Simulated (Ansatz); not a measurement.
# KGe3: the cost of one run

Method: DFT PBE, scalar-relativistic, plane waves, PAW, in Ansatz 0.2.0.

## 1. The structure to begin with

The structure is tetragonal, space group I-4m2 (No. 119). Conventional cell: a = 3.876 Å, b = 3.876 Å, c = 9.592 Å, α = 90.00°, β = 90.00°, γ = 90.00°. Around K (site symmetry -4m2) lie 12 Ge at 2.97 to 3.08 Å. Ge (site symmetry 2mm) is surrounded by 3 Ge at 2.30 Å. Around Ge (site symmetry -4m2) lie 4 Ge at 2.30 Å.

As a file:

```xyz
4
Lattice="-1.9380 1.9380 4.7960 1.9380 -1.9380 4.7960 1.9380 1.9380 -4.7960" Properties=species:S:1:pos:R:3 pbc="T T T"
K     0.0000    0.0000    0.0000
Ge    0.0000    0.0000    3.6440
Ge    0.0000    1.9380    2.3980
Ge    0.0000    0.0000    5.9480
```

Recipe of the guess: 3-, 4-connected net of one element, guests in its cages (I-4m2, No. 119). Its size is a rough estimate.

## 2. A first look at the guess

input.yaml reads:

```yaml
crystal:
  lattice:
    - [-1.93802308, 1.93802308, 4.79597316]
    - [1.93802308, -1.93802308, 4.79597316]
    - [1.93802308, 1.93802308, -4.79597316]
  atoms:
    - { symbol: K, position: [0.0, 0.0, 0.0] }
    - { symbol: Ge, position: [0.37989923, 0.37989923, 0.0] }
    - { symbol: Ge, position: [0.75, 0.25, 0.5] }
    - { symbol: Ge, position: [0.62010077, 0.62010077, 0.0] }
basis:
  ecutwfc: 420
kpoints:
  mp_grid: { grid: [6, 6, 6] }
hamiltonian:
  xc: pbe
scf:
  occupations: { method: gaussian, width: 0.1 }
  lower_state_search: "off"
output:
  forces: true
  stress: true
  eigenvalues: true
```

Command:

```sh
> ansatz run input.yaml --threads 1 --pin off --max-ram 2560MiB --backend cpu --events-out ev --progress --plain --runs-dir out
```

Q: Estimate wall time and peak memory on 1 thread of Arm Neoverse V1, shared host.

About 7.1 s, with a peak of 0.32 GiB.
